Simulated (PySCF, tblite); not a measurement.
**2-acetylpyridine: a rotation path, then NMR shifts on frames**

How do NMR shifts of 2-acetylpyridine (`CC(=O)c1ccccn1`) change as the atoms move?

Programs: tblite 0.8.0 and PySCF 2.14.0, with density-fitted response routines of our own. Each step states its level of theory. These are calculated values for one molecule in the gas phase, unless marked as measured. Atoms are numbered from 0 throughout.

**1. Starting geometry**

16 atoms, charge 0, multiplicity 1; geometry from: GFN2-xTB.

Bonds of the start (Å): C0–C1 1.50, C1–O2 1.21, C1–C3 1.49, C3–C4 1.39, C4–C5 1.38, C5–C6 1.39, C6–C7 1.39, C7–N8 1.32, N8–C3 1.33, C0–H9 1.09, C0–H10 1.09, C0–H11 1.09, C4–H12 1.08, C5–H13 1.08, C6–H14 1.08, C7–H15 1.08.

**2. The rotation path with GFN2-xTB**

Job settings and geometry (Å):

```
{"job": {"kind": "neb", "xc": "GFN2-xTB", "basis": "xTB", "atoms": [8, 3, 1, 0], "turn": 180}, "charge": 0, "multiplicity": 1}
C     -2.503901     0.816255     0.387934
C     -1.739246    -0.413166    -0.004508
O     -2.258946    -1.472718    -0.269183
C     -0.254943    -0.243617    -0.051300
C      0.556191    -1.319919    -0.406347
C      1.927784    -1.133783    -0.442029
C      2.436520     0.115454    -0.124312
C      1.542141     1.123918     0.215680
N      0.236525     0.954877     0.253179
H     -3.570413     0.609753     0.399380
H     -2.171577     1.146264     1.369054
H     -2.280506     1.615173    -0.314847
H      0.097847    -2.267239    -0.643590
H      2.586644    -1.946334    -0.712180
H      3.498225     0.307234    -0.139321
H      1.890057     2.116791     0.470980
```

Method: GFN2-xTB climbing-image nudged elastic band, gas phase.

Started as:

```
OMP_NUM_THREADS=1 python probes_run.py task.json out
```

One launch serves the whole session: the jobs run in the order shown.

Log:

```text
image   E - E0 / eV
  0      -0.0000
  1       0.0158
  2       0.0691
  3       0.1481
  4       0.2041
  5       0.2218
  6       0.2316
  7       0.2353
  8       0.2335
```

Wall time 4.6 s (1 thread of Arm Neoverse N1, shared host); peak memory 0.18 GiB.

The final band, with the dihedral N8–C3–C1–C0:

```
image  dihedral (°)  energy (eV)  energy (kcal/mol)
    0             0        0.000                0.0
    1            23        0.016                0.4
    2            45        0.069                1.6
    3            68        0.148                3.4
    4            92        0.204                4.7
    5           115        0.222                5.1
    6           137        0.232                5.3
    7           158        0.235                5.4
    8           180        0.234                5.4
```

**3. Shielding tensors: image 0, PBE0/pcSseg-1**

Job settings and geometry (Å):

```
{"job": {"kind": "nmr", "xc": "PBE0", "basis": "pcSseg-1", "pop": false}, "charge": 0, "multiplicity": 1}
C     -2.503900     0.816300     0.387900
C     -1.739200    -0.413200    -0.004500
O     -2.258900    -1.472700    -0.269200
C     -0.254900    -0.243600    -0.051300
C      0.556200    -1.319900    -0.406300
C      1.927800    -1.133800    -0.442000
C      2.436500     0.115500    -0.124300
C      1.542100     1.123900     0.215700
N      0.236500     0.954900     0.253200
H     -3.570400     0.609800     0.399400
H     -2.171600     1.146300     1.369100
H     -2.280500     1.615200    -0.314800
H      0.097800    -2.267200    -0.643600
H      2.586600    -1.946300    -0.712200
H      3.498200     0.307200    -0.139300
H      1.890100     2.116800     0.471000
```

Level: GIAO PBE0/pcSseg-1 NMR shielding, non-relativistic, gas phase.

Log:

```text
coarse grid: 14096 points
cycle   1  E = -400.2304138620  dE =  1.669e+00  |g| = 7.933e-01  |ddm| = 3.892e+00
cycle   2  E = -399.8660372269  dE =  3.644e-01  |g| = 1.588e+00  |ddm| = 3.101e+00
cycle   3  E = -400.3533164244  dE = -4.873e-01  |g| = 1.731e-01  |ddm| = 2.409e+00
cycle   4  E = -400.3593105396  dE = -5.994e-03  |g| = 7.790e-02  |ddm| = 2.412e-01
cycle   5  E = -400.3604027708  dE = -1.092e-03  |g| = 3.351e-02  |ddm| = 8.635e-02
cycle   6  E = -400.3606513017  dE = -2.485e-04  |g| = 6.675e-03  |ddm| = 3.355e-02
cycle   7  E = -400.3606613514  dE = -1.005e-05  |g| = 2.396e-03  |ddm| = 8.455e-03
cycle   8  E = -400.3606626879  dE = -1.336e-06  |g| = 6.205e-04  |ddm| = 2.931e-03
final grid: 138264 points
cycle   9  E = -400.4227604282  dE = -2.465e-05  |g| = 1.203e-02  |ddm| = 4.516e-02
cycle  10  E = -400.4226889443  dE =  7.148e-05  |g| = 2.279e-02  |ddm| = 3.303e-02
cycle  11  E = -400.4227894763  dE = -1.005e-04  |g| = 2.645e-03  |ddm| = 2.402e-02
cycle  12  E = -400.4227909453  dE = -1.469e-06  |g| = 3.688e-04  |ddm| = 2.495e-03
cycle  13  E = -400.4227909691  dE = -2.380e-08  |g| = 2.197e-04  |ddm| = 6.066e-04
cycle  14  E = -400.4227909819  dE = -1.281e-08  |g| = 4.608e-05  |ddm| = 2.567e-04
cycle  15  E = -400.4227909823  dE = -4.227e-10  |g| = 1.757e-05  |ddm| = 5.602e-05
converged SCF energy = -400.4227909823

GIAO shielding tensors (ppm)
atom      isotropic    diamagn.    paramagn.     s11        s22        s33       span
  0 C      156.959     250.634     -93.675    138.749    148.858    183.271     44.522
  1 C      -18.723     246.733    -265.456   -112.259    -35.604     91.695    203.954
  2 O     -315.381     400.341    -715.722   -894.972   -412.347    361.176   1256.148
  3 C       29.657     259.007    -229.350    -72.978     21.171    140.779    213.758
  4 C       59.096     254.471    -195.375    -50.476     36.962    190.803    241.278
  5 C       44.133     252.996    -208.863    -70.746     21.746    181.397    252.143
  6 C       54.460     258.284    -203.824    -60.027     45.077    178.330    238.357
  7 C       32.702     249.778    -217.076    -74.907     26.102    146.911    221.818
  8 N      -86.738     333.314    -420.053   -401.115   -155.102    296.002    697.117
  9 H       29.564      27.229       2.334     25.873     28.335     34.484      8.612
 10 H       28.435      29.550      -1.116     24.296     28.985     32.024      7.729
 11 H       28.450      29.548      -1.099     24.322     28.981     32.046      7.724
 12 H       23.261      33.035      -9.774     19.035     23.065     27.683      8.648
 13 H       23.575      30.225      -6.650     20.294     23.554     26.877      6.583
 14 H       24.142      30.250      -6.107     21.669     23.451     27.307      5.638
 15 H       22.732      30.404      -7.672     18.468     23.070     26.659      8.192
```

It took 50 s on 1 thread of Arm Neoverse N1, shared host; peak memory 0.84 GiB.

The references, computed at this level on geometries of the same kind, shield at (ppm): ¹H TMS 31.72, ¹³C TMS 186.9, ¹⁵N NH3 267.7, ¹⁷O H2O 336.1. Their shielding less the atom's gives the shift. The references are single molecules in the gas phase, so shifts against H2O, NH3, PH3, H3PO4 or CFCl3 are not on the usual liquid scales and can be off by tens of ppm. Each atom is listed at this fixed geometry, with no averaging over motion; a spectrum would average atoms that exchange fast.

```
atoms                                          environment  σ (ppm)  δ (ppm)
   C1                               ketone carbonyl carbon    -18.7    205.6
   C3  substituted aromatic carbon next to a ring nitrogen     29.7    157.3
   C7                  aromatic CH next to a ring nitrogen     32.7    154.2
   C5                                          aromatic CH     44.1    142.8
   C6                                          aromatic CH     54.5    132.5
   C4                                          aromatic CH     59.1    127.8
   C0                        methyl carbon α to a carbonyl    157.0     30.0
  H15   hydrogen on an aromatic CH next to a ring nitrogen    22.73     8.98
  H12                           hydrogen on an aromatic CH    23.26     8.46
  H13                           hydrogen on an aromatic CH    23.57     8.14
  H14                           hydrogen on an aromatic CH    24.14     7.57
  H10          hydrogen on a methyl carbon α to a carbonyl    28.43     3.28
  H11          hydrogen on a methyl carbon α to a carbonyl    28.45     3.27
   H9          hydrogen on a methyl carbon α to a carbonyl    29.56     2.15
   O2                                        ketone oxygen   -315.4    651.5
   N8                          pyridine-type ring nitrogen    -86.7    354.5
```

Ring of atoms C3, C4, C5, C6, C7, N8: NICS(0) -7.3, NICS(1) -11.4, NICS(1)zz -28.2 ppm (means of both faces).

**4. NMR shieldings: image 3, PBE0/pcSseg-1**

Job settings and geometry (Å):

```
{"job": {"kind": "nmr", "xc": "PBE0", "basis": "pcSseg-1", "pop": false}, "charge": 0, "multiplicity": 1}
C     -2.530500     0.700000    -0.029500
C     -1.680800    -0.394600     0.549600
O     -2.110200    -1.351700     1.140300
C     -0.214300    -0.215100     0.278500
C      0.443200    -1.098900    -0.572700
C      1.798500    -0.918600    -0.789800
C      2.448300     0.110600    -0.126800
C      1.698600     0.936200     0.697900
N      0.398000     0.795800     0.881900
H     -3.579600     0.529400     0.195900
H     -2.201000     1.655500     0.372300
H     -2.379700     0.720000    -1.108100
H     -0.103300    -1.898400    -1.048300
H      2.338300    -1.578800    -1.453300
H      3.509300     0.267400    -0.242800
H      2.157800     1.750100     1.243500
```

Level: GIAO PBE0/pcSseg-1 NMR shielding, non-relativistic, gas phase.

Log:

```text
coarse grid: 14096 points
cycle   1  E = -400.2171008021  dE =  1.677e+00  |g| = 8.015e-01  |ddm| = 3.870e+00
cycle   2  E = -399.8267814761  dE =  3.903e-01  |g| = 1.638e+00  |ddm| = 2.599e+00
cycle   3  E = -400.3427672842  dE = -5.160e-01  |g| = 1.731e-01  |ddm| = 2.000e+00
cycle   4  E = -400.3489213876  dE = -6.154e-03  |g| = 7.511e-02  |ddm| = 2.257e-01
cycle   5  E = -400.3499560500  dE = -1.035e-03  |g| = 3.183e-02  |ddm| = 7.876e-02
cycle   6  E = -400.3501772355  dE = -2.212e-04  |g| = 7.122e-03  |ddm| = 3.100e-02
cycle   7  E = -400.3501883545  dE = -1.112e-05  |g| = 2.532e-03  |ddm| = 8.975e-03
cycle   8  E = -400.3501898540  dE = -1.499e-06  |g| = 7.465e-04  |ddm| = 3.014e-03
final grid: 138264 points
cycle   9  E = -400.4124652674  dE = -2.192e-05  |g| = 1.235e-02  |ddm| = 3.647e-02
cycle  10  E = -400.4123919783  dE =  7.329e-05  |g| = 2.326e-02  |ddm| = 3.012e-02
cycle  11  E = -400.4124954366  dE = -1.035e-04  |g| = 2.699e-03  |ddm| = 2.123e-02
cycle  12  E = -400.4124969825  dE = -1.546e-06  |g| = 3.756e-04  |ddm| = 2.331e-03
cycle  13  E = -400.4124970096  dE = -2.705e-08  |g| = 2.029e-04  |ddm| = 6.042e-04
cycle  14  E = -400.4124970205  dE = -1.090e-08  |g| = 4.213e-05  |ddm| = 2.242e-04
cycle  15  E = -400.4124970208  dE = -3.579e-10  |g| = 1.570e-05  |ddm| = 4.779e-05
converged SCF energy = -400.4124970208

GIAO shielding tensors (ppm)
atom      isotropic    diamagn.    paramagn.     s11        s22        s33       span
  0 C      154.010     253.059     -99.049    131.598    141.424    189.008     57.410
  1 C      -23.755     246.390    -270.145   -114.917    -53.178     96.832    211.749
  2 O     -350.010     397.251    -747.261   -962.006   -424.616    336.593   1298.599
  3 C       19.400     260.667    -241.267    -81.129     -1.782    141.111    222.240
  4 C       61.722     255.698    -193.976    -46.561     51.229    180.499    227.060
  5 C       44.207     252.658    -208.451    -71.395     21.081    182.935    254.330
  6 C       58.089     258.372    -200.283    -55.661     50.217    179.712    235.374
  7 C       32.693     250.143    -217.449    -74.328     23.431    148.977    223.305
  8 N      -77.748     331.420    -409.168   -380.496   -153.378    300.630    681.126
  9 H       29.511      27.816       1.695     26.594     27.256     34.684      8.090
 10 H       28.298      29.665      -1.366     23.791     29.210     31.895      8.104
 11 H       29.474      30.255      -0.781     26.335     29.639     32.449      6.114
 12 H       24.354      32.948      -8.593     21.598     23.117     28.348      6.750
 13 H       23.668      30.419      -6.751     20.689     23.564     26.752      6.063
 14 H       24.236      30.233      -5.997     21.798     23.743     27.167      5.368
 15 H       22.824      29.984      -7.160     18.793     23.293     26.387      7.594
```

It took 48 s on 1 thread of Arm Neoverse N1, shared host; peak memory 0.84 GiB.

In short: δ C1 210.7, C3 167.5, C7 154.2, C5 142.7, H15 8.89, H13 8.05 ppm.

**5. NMR shieldings: image 7, PBE0/pcSseg-1**

Job settings and geometry (Å):

```
{"job": {"kind": "nmr", "xc": "PBE0", "basis": "pcSseg-1", "pop": false}, "charge": 0, "multiplicity": 1}
C     -2.590100     0.103500    -0.323400
C     -1.618900     0.114400     0.834400
O     -1.979000     0.163300     1.982600
C     -0.167800     0.067800     0.456900
C      0.271300    -0.440700    -0.765900
C      1.631500    -0.478600    -1.023300
C      2.508700    -0.000400    -0.064600
C      1.972600     0.492900     1.119200
N      0.681800     0.522600     1.373300
H     -3.604400     0.198800     0.054500
H     -2.365800     0.930100    -0.994600
H     -2.507200    -0.827200    -0.880800
H     -0.422400    -0.819900    -1.498300
H      1.994600    -0.881400    -1.958200
H      3.575400    -0.015200    -0.225500
H      2.612200     0.878800     1.902500
```

Method: GIAO PBE0/pcSseg-1 NMR shielding, non-relativistic, gas phase.

Log:

```text
coarse grid: 14096 points
cycle   1  E = -400.2065929506  dE =  1.684e+00  |g| = 8.172e-01  |ddm| = 3.905e+00
cycle   2  E = -399.7698873766  dE =  4.367e-01  |g| = 1.704e+00  |ddm| = 3.348e+00
cycle   3  E = -400.3415448193  dE = -5.717e-01  |g| = 1.657e-01  |ddm| = 2.593e+00
cycle   4  E = -400.3471771924  dE = -5.632e-03  |g| = 7.306e-02  |ddm| = 2.068e-01
cycle   5  E = -400.3483009068  dE = -1.124e-03  |g| = 2.525e-02  |ddm| = 8.228e-02
cycle   6  E = -400.3484519162  dE = -1.510e-04  |g| = 6.803e-03  |ddm| = 2.599e-02
cycle   7  E = -400.3484622475  dE = -1.033e-05  |g| = 2.303e-03  |ddm| = 7.536e-03
cycle   8  E = -400.3484634389  dE = -1.191e-06  |g| = 7.429e-04  |ddm| = 3.266e-03
final grid: 138264 points
cycle   9  E = -400.4111292543  dE = -2.967e-05  |g| = 1.245e-02  |ddm| = 4.632e-02
cycle  10  E = -400.4110545135  dE =  7.474e-05  |g| = 2.352e-02  |ddm| = 3.265e-02
cycle  11  E = -400.4111599521  dE = -1.054e-04  |g| = 2.737e-03  |ddm| = 2.340e-02
cycle  12  E = -400.4111615260  dE = -1.574e-06  |g| = 3.948e-04  |ddm| = 2.684e-03
cycle  13  E = -400.4111615526  dE = -2.656e-08  |g| = 2.281e-04  |ddm| = 5.876e-04
cycle  14  E = -400.4111615655  dE = -1.288e-08  |g| = 3.946e-05  |ddm| = 2.614e-04
cycle  15  E = -400.4111615658  dE = -3.191e-10  |g| = 1.863e-05  |ddm| = 6.228e-05
converged SCF energy = -400.4111615658

GIAO shielding tensors (ppm)
atom      isotropic    diamagn.    paramagn.     s11        s22        s33       span
  0 C      156.581     254.066     -97.485    137.949    145.087    186.706     48.757
  1 C      -12.675     245.271    -257.946   -104.211    -27.312     93.499    197.710
  2 O     -369.545     395.106    -764.651  -1045.588   -421.350    358.303   1403.892
  3 C       28.106     258.977    -230.871    -74.491     17.587    141.222    215.712
  4 C       57.038     257.386    -200.348    -46.688     40.783    177.019    223.707
  5 C       44.735     252.196    -207.461    -71.919     24.633    181.491    253.409
  6 C       56.624     258.532    -201.908    -56.058     46.975    178.955    235.013
  7 C       30.676     250.283    -219.607    -78.919     23.820    147.127    226.046
  8 N     -104.105     329.252    -433.357   -460.103   -157.737    305.526    765.629
  9 H       29.324      27.762       1.562     25.827     27.924     34.221      8.394
 10 H       29.233      30.509      -1.276     26.189     29.301     32.209      6.020
 11 H       28.663      30.513      -1.850     24.353     29.675     31.961      7.609
 12 H       23.789      34.474     -10.686     20.266     21.956     29.143      8.877
 13 H       23.642      30.805      -7.163     20.487     23.372     27.066      6.579
 14 H       24.234      30.197      -5.963     21.733     23.511     27.456      5.723
 15 H       22.487      29.400      -6.913     18.387     22.575     26.499      8.112
```

Run time: 53 s. Hardware: 1 thread of Arm Neoverse N1, shared host; peak memory 0.84 GiB.

This run: δ C1 199.6, C3 158.8, C7 156.2, C5 142.2, H15 9.23, H13 8.08 ppm.

**6. Nuclear shieldings: image 8, PBE0/pcSseg-1**

Job settings and geometry (Å):

```
{"job": {"kind": "nmr", "xc": "PBE0", "basis": "pcSseg-1", "pop": false}, "charge": 0, "multiplicity": 1}
C     -2.613000    -0.049000    -0.290000
C     -1.609400     0.284500     0.789500
O     -1.949500     0.646300     1.887100
C     -0.161500     0.142600     0.425000
C      0.277300    -0.276500    -0.831400
C      1.640600    -0.373800    -1.061500
C      2.518900    -0.054000    -0.040000
C      1.982900     0.352600     1.176500
N      0.691100     0.446900     1.399900
H     -3.616300     0.096100     0.102200
H     -2.468900     0.598400    -1.152200
H     -2.498000    -1.083800    -0.605200
H     -0.419400    -0.523500    -1.615800
H      2.009600    -0.695500    -2.025000
H      3.586500    -0.116600    -0.180600
H      2.621500     0.614100     2.010100
```

Method: GIAO PBE0/pcSseg-1 NMR shielding, non-relativistic, gas phase.

Log:

```text
coarse grid: 14096 points
cycle   1  E = -400.2059185620  dE =  1.685e+00  |g| = 8.206e-01  |ddm| = 3.928e+00
cycle   2  E = -399.7669097862  dE =  4.390e-01  |g| = 1.707e+00  |ddm| = 3.700e+00
cycle   3  E = -400.3426549672  dE = -5.757e-01  |g| = 1.635e-01  |ddm| = 2.881e+00
cycle   4  E = -400.3481033170  dE = -5.448e-03  |g| = 7.333e-02  |ddm| = 2.055e-01
cycle   5  E = -400.3492448168  dE = -1.141e-03  |g| = 2.533e-02  |ddm| = 8.525e-02
cycle   6  E = -400.3493989499  dE = -1.541e-04  |g| = 6.664e-03  |ddm| = 2.636e-02
cycle   7  E = -400.3494088919  dE = -9.942e-06  |g| = 2.259e-03  |ddm| = 7.219e-03
final grid: 138264 points
cycle   8  E = -400.4117020073  dE = -2.593e-05  |g| = 1.416e-02  |ddm| = 5.158e-02
cycle   9  E = -400.4116048019  dE =  9.721e-05  |g| = 2.667e-02  |ddm| = 3.953e-02
cycle  10  E = -400.4117415044  dE = -1.367e-04  |g| = 2.950e-03  |ddm| = 2.898e-02
cycle  11  E = -400.4117432810  dE = -1.777e-06  |g| = 4.975e-04  |ddm| = 2.862e-03
cycle  12  E = -400.4117433331  dE = -5.207e-08  |g| = 2.255e-04  |ddm| = 6.844e-04
cycle  13  E = -400.4117433458  dE = -1.270e-08  |g| = 5.389e-05  |ddm| = 2.724e-04
cycle  14  E = -400.4117433464  dE = -6.205e-10  |g| = 2.020e-05  |ddm| = 6.453e-05
converged SCF energy = -400.4117433464

GIAO shielding tensors (ppm)
atom      isotropic    diamagn.    paramagn.     s11        s22        s33       span
  0 C      157.447     253.814     -96.367    140.708    144.610    187.023     46.316
  1 C      -10.010     245.230    -255.240   -103.047    -19.258     92.275    195.321
  2 O     -367.060     395.225    -762.286  -1045.053   -421.275    365.146   1410.198
  3 C       30.970     258.826    -227.856    -72.984     24.981    140.914    213.897
  4 C       56.905     256.878    -199.974    -45.921     38.814    177.821    223.742
  5 C       44.572     252.203    -207.631    -72.250     24.562    181.405    253.655
  6 C       56.468     258.583    -202.115    -56.358     46.822    178.941    235.299
  7 C       30.655     250.401    -219.746    -79.091     24.297    146.758    225.849
  8 N     -107.124     329.301    -436.425   -471.735   -159.185    309.547    781.282
  9 H       29.271      27.571       1.700     25.684     27.991     34.136      8.452
 10 H       28.957      30.445      -1.488     25.260     29.462     32.151      6.891
 11 H       28.953      30.442      -1.489     25.248     29.461     32.151      6.903
 12 H       23.709      34.439     -10.730     20.178     21.888     29.060      8.882
 13 H       23.624      30.758      -7.134     20.447     23.333     27.093      6.646
 14 H       24.242      30.198      -5.957     21.707     23.472     27.546      5.839
 15 H       22.439      29.441      -7.002     18.245     22.500     26.572      8.327
```

Wall time 52 s (1 thread of Arm Neoverse N1, shared host); peak memory 0.86 GiB.

This run: δ C1 196.9, C7 156.3, C3 156.0, C5 142.4, H15 9.28, H13 8.09 ppm.

**7. Run by run: NMR shifts**

Shifts (ppm) of some atoms, chosen among heavy atoms and hydrogens apart, with basis size and wall time:

```
  frame     C1     C3     C4   H12   H11     O2     N8  functions  time
image 0  205.6  157.3  127.8  8.46  3.27  651.5  354.5        188  50 s
image 3  210.7  167.5  125.2  7.36  2.24  686.1  345.5        188  48 s
image 7  199.6  158.8  129.9  7.93  3.05  705.6  371.8        188  53 s
image 8  196.9  156.0  130.0  8.01  2.76  703.1  374.9        188  52 s
```

**8. What came out**

| quantity | value |
| --- | --- |
| barrier | 0.235 eV (5.4 kcal/mol) at image 7 |
| end to end (GFN2-xTB) | 0.234 eV |
| ¹³C shifts against TMS (PBE0/pcSseg-1, image 0) | 205.6, 157.3, 154.2, 142.8, 132.5, 127.8, 30.0 ppm |
| ¹H shifts against TMS (PBE0/pcSseg-1, image 0) | 8.98, 8.46, 8.14, 7.57, 3.28, 3.27, 2.15 ppm |
| ¹⁷O shifts against H2O (PBE0/pcSseg-1, image 0) | 651.5 ppm |
| ¹⁵N shifts against NH3 (PBE0/pcSseg-1, image 0) | 354.5 ppm |
| range of the shift of O2 | 651.5 to 705.6 ppm |

What this shows: Along the band the dihedral turns by 180°, and the top (dihedral 158°) lies 5.4 kcal/mol above the start (GFN2-xTB, rough), so at room temperature this motion is fast. The top was not checked by a frequency run. Shifts at one fixed geometry are not the observed spectrum, which averages over the motion. In the first frame run (image 0): The largest span, 1256 ppm, is at O2, where the paramagnetic term is -716 ppm. NICS(1)zz of -28 ppm above the planar ring from C3 marks a diatropic (aromatic) ring current. Across the 4 runs the shift of O2 moves most, between 651.5 (image 0) and 705.6 ppm (image 7).
